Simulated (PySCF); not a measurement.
# C4H8OSi: the cost of one run

The runs use PySCF 2.14.0, with density-fitted response routines of our own; the level of theory stands in each step. All values are computed, except where a source is named. Atoms are numbered from 0 throughout.

## (1) The molecule as given

14 atoms, charge 0, multiplicity 1; geometry from: PBE0-D3(BJ)/def2-SVP.

Bonds of the start (Å): C0–C1 1.21, C1–C2 1.45, C2–Si3 1.89, Si3–O4 1.66, O4–C5 1.40, C0–H6 1.07, C2–H7 1.10, C2–H8 1.10, Si3–H9 1.50, Si3–H10 1.50, C5–H11 1.11, C5–H12 1.11, C5–H13 1.10.

## (2) Shielding tensors: HF/pcSseg-1

Job settings and geometry (Å):

```
{"job": {"kind": "nmr", "xc": "HF", "basis": "pcSseg-1", "pop": false}, "charge": 0, "multiplicity": 1}
C     -3.604404     0.097415     0.660357
C     -2.528250    -0.409015     0.426174
C     -1.207226    -0.945752     0.164328
Si     0.105405     0.360001     0.520714
O      1.566757    -0.372247     0.209971
C      2.816303     0.239855     0.359780
H     -4.564289     0.533559     0.864228
H     -1.109552    -1.272141    -0.884772
H     -1.000836    -1.825550     0.796940
H      0.020483     0.795405     1.948922
H     -0.093142     1.550894    -0.361737
H      2.938976     1.104448    -0.318786
H      2.986282     0.591721     1.394536
H      3.601749    -0.492707     0.119347
```

Level: GIAO HF/pcSseg-1 NMR shielding, non-relativistic, gas phase.

Command:

```sh
$ OMP_NUM_THREADS=1 python probes_run.py task.json out
```

The driver reads the jobs from task.json and runs them one after another.

**Question.** How long does this first job take on 1 thread of Arm Neoverse V1, shared host, and how much memory does it need?

About 7 s, with a peak of 0.82 GiB.
